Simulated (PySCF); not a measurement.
**A diatomic session: RbNa**

The task here is to estimate one member of a computed series from the others.

Program: PySCF 2.14.0. Level of theory: Rb def2-SVP with ECP28, Na def2-SVP, scalar-relativistic core potentials. These are calculated values, not measurements.

Set-up of the first run:

Settings of the job:

| Item | Value |
| --- | --- |
| atoms | Rb, Na |
| charge | 0 |
| basis | Rb def2-SVP with ECP28, Na def2-SVP |
| Hamiltonian | scalar-relativistic core potentials |
| basis functions | 39 |
| electrons treated | 20 |
| masses in u | 84.9118, 22.9898 |
| levels | PBE0, PBE, r²SCAN, PW91, r²SCANh, B97-3, HF, MP2, SCS-MP2, CCSD, CCSD(T) |
| grid | 80 radial by 434 angular points |
| occupations | held fixed by the projection of orbital angular momentum |
| dissociation limit | Rb + Na, each in its ground configuration |
| starting distance in angstrom | 3.635 |
| values of 2S to try | 0, 2 |

Command:

```console
> OMP_NUM_THREADS=1 python dia.py task.json out
```

Among the steps run: Input; PBE0 along the bond; Excited determinants; PBE; r²SCAN; PW91 (GGA); r²SCANh; B97-3; RHF; Adding correlation.

One of the session's tables, all rows but one given; the rest of the session is left out.

It belongs to the step «The curves together». Energy (eV) from each level's lowest point:

```
R (Å)    RHF  RHF-MP2  RHF-SCS-MP2  RHF-CCSD  RHF-CCSD(T)
3.193  0.215    0.130        0.139       n/a          n/a
3.342  0.124    0.061        0.068     0.067        0.066
3.490  0.061    0.020        0.024     0.024        0.024
3.602  0.029    0.005        0.007     0.007        0.007
3.713  0.009    0.000        0.000     0.000        0.000
3.824      ?        ?            ?         ?            ?
3.973  0.001    0.021        0.017     0.016        0.015
4.159  0.020    0.058        0.051     0.047        0.044
4.381  0.062    0.116        0.106     0.097        0.092
4.678  0.141    0.208        0.195       n/a          n/a
```

**Question.** Estimate the row for R (Å) = 3.824.

Worked estimate for «RHF». A straight line through the neighbours (3.713, 0.009) and (3.973, 0.001) gives 0.009 + (0.001 − 0.009) × (3.824 − 3.713) / (3.973 − 3.713) = 0.006; a parabola fitted to 4 rows on both sides gives 0.000.

As computed: RHF: 0.000; RHF-MP2: 0.004; RHF-SCS-MP2: 0.002; RHF-CCSD: 0.002; RHF-CCSD(T): 0.002. In «RHF» the line misses by +0.006 and the parabola by 0.000.
